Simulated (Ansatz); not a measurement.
Working through an atomisation energy of ClFIIn, SMILES [F][In]([Cl])[I]

Program: Ansatz's Python interface.

`clfiin.xyz`
```text
4

F     0.55580    1.21700    1.27460
In   -0.17310   -0.35420   -0.00640
Cl    1.47220   -2.08140    0.30760
I    -1.79940    1.15830   -1.59610
```

Typed at the interpreter:
```pycon
>>> from collections import Counter
>>> import ansatz as az
>>> def single_point(molecule, charge=0, unpaired=0):
...     calc = molecule.calculation().basis(gaussian="def2-SVP").functional("B3LYP", dispersion="d4")
...     if charge:
...         calc = calc.charge(charge)
...     if unpaired:
...         calc = calc.spin("collinear", total=unpaired)
...     report = calc.run(threads=1).report
...     if report["published_state_doubts"]:
...         print("  doubts:", report["published_state_doubts"])
...     return report["free_energy_ev"]
...
>>> mol = az.Crystal.molecule_from_extxyz("clfiin.xyz")
>>> # Hund ground states
>>> unpaired = {"F": 1, "In": 1, "Cl": 1, "I": 1}
>>> counts = Counter(site.symbol for site in mol.cartesian_sites)
>>> atom_energy = {s: single_point(az.Crystal.molecule().atom(s, (0, 0, 0)), 0, unpaired[s]) for s in counts}
>>> whole = single_point(mol, 0, 0)
>>> for s, e in atom_energy.items():
...     print(f"{s:2s} x{counts[s]}  {e:14.5f} eV")
...
F  x1     -2711.35544 eV
In x1     -5175.10710 eV
Cl x1    -12517.40107 eV
I  x1     -8102.69285 eV
>>> print(f"ClFIIn: {whole:.5f} eV")
ClFIIn: -28515.60904 eV
>>> split = sum(counts[s] * e for s, e in atom_energy.items()) - whole
>>> print(f"atomisation energy (no zero-point term): {96.485332 * split:.1f} kJ/mol, {split / sum(counts.values()):.3f} eV an atom")
atomisation energy (no zero-point term): 873.4 kJ/mol, 2.263 eV an atom
```

873.4 kJ/mol from the electronic energies, without the zero-point term.

Total energies depend on the basis set; only differences at equal settings carry meaning. The geometry is a force-field or estimated start, not a minimum of this method, and the basis set is short of its limit. All parts are taken at fixed geometry, without zero-point energy. def2 sets replace the cores of elements past krypton by effective core potentials. b3lyp holds the VWN-RPA fit, as in Gaussian; the form of ORCA and Turbomole is b3lyp5. The spin-orbit lowering of heavy atoms is left out. Wall time of the script: 5.3 s on 1 thread of Arm Neoverse V2 (shared host), peak memory 0.25 GiB.
